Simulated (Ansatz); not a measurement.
**BClH2OSSi: a ladder of functionals and wavefunction methods**

One table from this session's results is given with a row withheld; the runs are named, their logs left out.

Computed with Ansatz 0.2.0, Gaussian basis. Level: functionals in def2-TZVPP, the program's frozen cores in correlated methods.

The runs, in order: LDA (SPW92), PBE-D4, revPBE-D4, BLYP-D4, r2SCAN-D4, B97M-V, PBE0-D4, B3LYP-D4, r2SCANh-D4, r2SCAN0-D4, HSE06-D4, BHLYP-D4, CAM-B3LYP-D4, LC-ωPBE, ωB97X-V, ωB97M-V, B2PLYP, PBE-QIDH; CCSD(T)/def2-SVP; CCSD(T)/def2-TZVPP; MP2/def2-QZVPP; extrapolation to the limit; RPA on PBE.

## Structure used throughout

An earlier PBE0-D4 in a triple-zeta def2 set relaxation fixed the geometry.

SMILES `ClB1O[SiH2]S1`, 7 atoms, charge 0, spin multiplicity 1.

Atoms are counted from 1 here; the program's logs count them from 0.

Bond lengths: Cl1–B2 1.739 Å, B2–O3 1.368 Å, B2–S5 1.842 Å, O3–Si4 1.684 Å, Si4–S5 2.129 Å, Si4–H6 1.478 Å, Si4–H7 1.478 Å. Angles: Cl1–B2–O3 123.7°, Cl1–B2–S5 126.0°, O3–B2–S5 110.4°, B2–O3–Si4 94.1°, O3–Si4–S5 87.2°, O3–Si4–H6 111.9°, O3–Si4–H7 111.9°, S5–Si4–H6 116.0°, S5–Si4–H7 116.0°, H6–Si4–H7 111.5°, B2–S5–Si4 68.4°.

The first run:

Contents of in.yaml:

```yaml
crystal:
  periodic: [false, false, false]
  atoms:
    - {symbol: Cl, position_ang: [-1.934742, -1.985499, -0.972075]}
    - {symbol: B, position_ang: [-0.824533, -0.751229, -0.455168]}
    - {symbol: O, position_ang: [0.180384, -0.965353, 0.448476]}
    - {symbol: Si, position_ang: [0.734924, 0.623255, 0.388737]}
    - {symbol: S, position_ang: [-0.815505, 1.001292, -1.021207]}
    - {symbol: H, position_ang: [0.603629, 1.303209, 1.694977]}
    - {symbol: H, position_ang: [2.117144, 0.706326, -0.129340]}
basis:
  gaussian: {orbitals: def2-TZVPP}
hamiltonian: {xc: lda}
output: {orbitals: {seedname: orbitals}}
```

Started as:

```bash
$ ansatz run in.yaml --threads 2 --pin off --events-out ev --progress --plain --max-ram 4352MiB
```

Steps of the session up to this table: LDA; PBE-D4 (GGA); revPBE-D4 (GGA); BLYP-D4 (GGA); r2SCAN-D4 (meta-GGA); B97M-V (meta-GGA); PBE0-D4 (hybrid); B3LYP-D4 (hybrid); r2SCANh-D4 (hybrid); r2SCAN0-D4 (hybrid); HSE06-D4 (hybrid); BHLYP-D4 (hybrid); CAM-B3LYP-D4 (range-separated); LC-ωPBE (range-separated); ωB97X-V (range-separated); ωB97M-V (range-separated); B2PLYP (double hybrid); PBE-QIDH (double hybrid).

One of the session's tables, all rows but one given; the rest of the session is left out.

It belongs to the step «Orbital energies across the functionals». 

```
  functional  HOMO (eV)  gap (eV)
 LDA (SPW92)      -7.02      5.16
      PBE-D4      -6.88      5.29
   revPBE-D4          ?         ?
     BLYP-D4      -6.69      5.25
   r2SCAN-D4      -7.19      5.94
      B97M-V      -7.28      5.92
     PBE0-D4      -8.10      7.38
    B3LYP-D4      -7.83      6.92
  r2SCANh-D4      -7.63      6.69
  r2SCAN0-D4      -8.30      7.80
    HSE06-D4      -7.70      6.61
    BHLYP-D4      -9.15      9.36
CAM-B3LYP-D4      -9.38      9.69
     LC-ωPBE     -10.79     12.26
     ωB97X-V     -10.42     11.77
     ωB97M-V     -10.23     11.30
```

Estimate the missing values for revPBE-D4.

**Answer.** HOMO (eV): -6.83; gap (eV): 5.34. In the column «HOMO (eV)» it lies between PBE-D4 (-6.88) and BLYP-D4 (-6.69).
